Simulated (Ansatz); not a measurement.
# BCl2H5Si: the cost of one run

Program: Ansatz 0.2.0. Level of theory: RHF/def2-SVP. These are calculated values, not measurements.

## (1) The structure to begin with

Bond lengths: B1–Cl3 1.860 Å, B1–Cl4 1.860 Å, B1–Si5 2.250 Å, Si5–H6 1.460 Å, Si5–H7 1.460 Å, Si5–H8 1.460 Å, Si5–H9 1.594 Å. Angles: Cl3–B1–Cl4 120.0°, Cl3–B1–Si5 97.0°, Cl4–B1–Si5 101.2°, B1–Si5–H6 109.5°, B1–Si5–H7 109.5°, B1–Si5–H8 109.5°, B1–Si5–H9 55.9°, H6–Si5–H7 109.4°, H6–Si5–H8 109.4°, H6–Si5–H9 144.2°, H7–Si5–H8 109.4°, H7–Si5–H9 106.3°, H8–Si5–H9 57.9°.

As a file:

```xyz
9

B     0.0000    0.0000    0.0000
H     0.0000    0.0000    1.5400
Cl    1.6108    0.0000   -0.9300
Cl   -1.6108    0.0000   -0.9300
Si    0.0940   -2.1331    0.7095
H    -0.6959   -2.9783   -0.1812
H     1.4817   -2.5871    0.7061
H    -0.4425   -2.2202    2.0645
H     0.0384   -0.8711    1.6809
```

## (2) A restrained relaxation towards end A

Springs on the bonds that form and break draw the guess towards this end; the thresholds are loose.

File input.yaml:

```yaml
crystal:
  periodic: [false, false, false]
  atoms:
    - { symbol: B, position_ang: [0.0, 0.0, 0.0] }
    - { symbol: H, position_ang: [0.0, 0.0, 1.54] }
    - { symbol: Cl, position_ang: [1.6108, 0.0, -0.93] }
    - { symbol: Cl, position_ang: [-1.6108, 0.0, -0.93] }
    - { symbol: Si, position_ang: [0.094, -2.1331, 0.7095] }
    - { symbol: H, position_ang: [-0.6959, -2.9783, -0.1812] }
    - { symbol: H, position_ang: [1.4817, -2.5871, 0.7061] }
    - { symbol: H, position_ang: [-0.4425, -2.2202, 2.0645] }
    - { symbol: H, position_ang: [0.0384, -0.8711, 1.6809] }
basis:
  gaussian: { orbitals: def2-SVP }
hamiltonian:
  xc: hf
relax:
  f_tol: 0.15
  max_steps: 25
  restrain:
    - { distance: [0, 4], at: 3.15, k: 30.0 }
    - { distance: [8, 1], at: 1.86, k: 30.0 }
    - { distance: [0, 1], at: 1.19, k: 30.0 }
    - { distance: [8, 4], at: 1.46, k: 30.0 }
output:
  orbitals: {}
```

On the command line:

```bash
$ ansatz run input.yaml --threads 1 --pin off --max-ram 2048MiB --backend cpu --events-out ev --progress --plain --runs-dir out
```

**Question.** How long does this run take on 1 thread of Arm Neoverse V1, shared host, and how much memory does it need?

About 30 s, with a peak of 0.17 GiB.
